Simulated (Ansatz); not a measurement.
# B₂O: a line through a two-coordinate scan

How does the energy of B2O (P-3m1, No. 164; 6 atoms in the cell) vary with volume per atom, at c/a of the conventional cell = 3.370?

Computed with Ansatz 0.2.0 (DFT PBE+D3(BJ), scalar-relativistic, plane waves, PAW, unless a step's input says otherwise).

15 further runs of the same task are left out: 15 set aside as unsound or not needed.

**1. The structure to begin with**

Symmetry: P-3m1, No. 164, trigonal system. Conventional cell: a = 2.546 Å, b = 2.546 Å, c = 9.678 Å, α = 90.00°, β = 90.00°, γ = 120.00°. B (site symmetry 3m) has 3 O at 1.57 Å and 1 B at 1.74 Å as nearest neighbours. B (site symmetry 3m) is surrounded by 3 B at 1.58 Å. O (site symmetry 3m) has 3 B at 1.57 Å as nearest neighbours.

Structure file:

```cif
data_structure
_symmetry_space_group_name_H-M 'P-3m1'
_symmetry_Int_Tables_number 164
_cell_length_a 2.5456
_cell_length_b 2.5456
_cell_length_c 9.6777
_cell_angle_alpha 90.000
_cell_angle_beta 90.000
_cell_angle_gamma 120.000
_cell_volume 54.31
loop_
_atom_site_label
_atom_site_type_symbol
_atom_site_symmetry_multiplicity
_atom_site_Wyckoff_symbol
_atom_site_fract_x
_atom_site_fract_y
_atom_site_fract_z
_atom_site_occupancy
B1 B 2 c 0.00000 0.00000 0.40990 1
B2 B 2 d 0.66667 0.33333 0.02935 1
O1 O 2 d 0.66667 0.33333 0.35258 1
```

This cell was relaxed beforehand with the same method: volume 9.05 Å³/atom, gap on the mesh none (metal).

**2. The scan**

The energy is mapped over volume and the cell's shape.

First coordinate, volume per atom: 7 values from 7.965 to 10.138 Å³. Second coordinate, c/a of the conventional cell: 7 values from 3.370 to 4.289.

Nothing else is relaxed (fractional coordinates fixed). Energies count from the relaxed crystal. Points are written as (first, second).

**3. Point (7.965 Å³, 3.370)**

The input, input.yaml:

```yaml
crystal:
  lattice:
    - [2.5393922807, 0.0, 0.0]
    - [-1.2696961403, 2.1991782252, 0.0]
    - [0.0, 0.0, 8.5574980467]
  atoms:
    - { symbol: B, position: [0.0, 0.0, 0.4099026039] }
    - { symbol: B, position: [0.0, 0.0, 0.5900973961] }
    - { symbol: B, position: [0.6666666667, 0.3333333333, 0.0293462865] }
    - { symbol: B, position: [0.3333333333, 0.6666666667, 0.9706537135] }
    - { symbol: O, position: [0.6666666667, 0.3333333333, 0.3525784977] }
    - { symbol: O, position: [0.3333333333, 0.6666666667, 0.6474215023] }
basis:
  ecutwfc: 520.0
kpoints:
  mp_grid: { grid: [21, 21, 6] }
hamiltonian:
  xc: pbe
  dispersion: d3bj
scf:
  occupations: { method: gaussian, width: 0.15 }
output:
  forces: true
  stress: true
  eigenvalues: true
```

The run is started by

```console
> ansatz run input.yaml --threads 2 --pin off --max-ram 4096MiB --backend cpu --events-out ev --progress --plain --runs-dir out
```

The session goes on with these runs: the other points of the line.

What does the calculation give? Wanted: for each run, volume per atom; energy; slope; pressure; largest force on an atom.

As calculated:

```
volume per atom (Å³)  step  energy (meV/atom)  slope (meV/atom per Å³)  pressure (GPa)  largest force on an atom (eV/Å)
               7.965     3                100                     −122            19.5                             3.07
               8.327     4                 68                      −57             9.2                             2.62
               8.690     5                 57                       −4             0.7                             2.22
               9.052     6                 64                       39            −6.2                             1.85
               9.414     7                 84                       73           −11.7                             1.52
               9.776     8                116                      101           −16.1                             1.80
              10.138     –                157                      124           −19.9                             2.09
```

Energies count from the relaxed crystal. Rows without a step come from runs not printed here or follow by symmetry. Slopes come from the forces (and the stress, where the cell changes), not from differences of energies.

**Reading.** The lowest point of the line is at 8.690 Å³, 57 meV/atom from the zero. A fit to energies and slopes at the lowest point and its two neighbours puts the minimum at 8.7237 Å³, with a curvature of about 130 meV/atom per (Å³)². V·d²E/dV² there is about 180 GPa, a bulk modulus under this line's constraint. The well is lopsided: two grid steps out, the energy rises by 43 meV/atom towards smaller values and 27 meV/atom towards larger ones. The highest point computed, at 10.138 Å³, lies 99 meV/atom above the lowest. This is one cut through a surface in two coordinates; the map's lowest point lies off it. With the other coordinates free, the energies away from the reference would be the same or lower. Spin polarisation is off in the runs that give these values; a magnetic solution could lie lower.
